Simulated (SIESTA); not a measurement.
The system is NiMoIrPdW.

```
Ni Mo Pd Ir W
1.0
     2.77046    0.00000    0.00000
    -1.38523    2.39928    0.00000
     0.00000    0.00000   21.88122
Ni Mo Pd Ir W
2 2 2 2 2
Direct
  0.33333 0.66667 0.04433
  0.66667 0.33333 0.95562
  0.66667 0.33333 0.34270
  0.66667 0.33333 0.76320
  0.33333 0.66667 0.44768
  0.33333 0.66667 0.65723
  0.33333 0.66667 0.23988
  0.33333 0.66667 0.86050
  0.66667 0.33333 0.13646
  0.66667 0.33333 0.55240
```

The cell was built by a generator and needn't be a form met in nature.

Base run:

```yaml
Program: SIESTA 5.4.2
Functional: PBE
Potentials_or_basis: PseudoDojo 0.4 standard (PBE files)
Basis: DZP (energy shift 0.003 Ry; two zetas on semicore shells)
Grid_cutoff: 800 Ry
Energy_shift: 0.003 Ry
k_mesh: 11 × 11 × 2
Occupations: fermi-dirac, width 0.05 eV
Spin: collinear spin, ferromagnetic start
Starting_moments: "[1.0, 1.0, 1.0, 1.0, 0.0, 0.0, 0.6, 0.6, 0.0, 0.0] μB"
```

Its results: band gap on the k mesh none (metal or under the smearing width); pressure 2.0 GPa; net moment 0.11 μB per cell; site moments Ni +0.04, +0.07; Mo +0.00, -0.01; Pd -0.00, +0.00; Ir -0.00, +0.00; W +0.00, -0.00 μB; largest force 0.519 eV/Å.

The run is repeated on the same cell with these changes: hubbard terms from none to Ir d U = 4 eV, Mo d U = 4 eV, Ni d U = 4 eV, Pd d U = 4 eV, W d U = 4 eV. What comes out?

Band gap on the k mesh none (metal or under the smearing width); pressure -0.6 GPa; net moment 1.60 μB per cell; site moments Ni +0.44, +0.99; Mo -0.07, -0.06; Pd +0.00; Ir +0.00, +0.30; W -0.00 μB; largest force 0.624 eV/Å.

Caveats: short orbitals over semicore shells can move pressures by several GPa; the valence orbitals were made in a potential fitted to the semicore shell under them, which widens gaps by tenths of an eV or more; the basis of atomic orbitals isn't converged, which shifts pressures, moduli and gaps; the U is typed as a test and isn't derived for this compound (some runs).
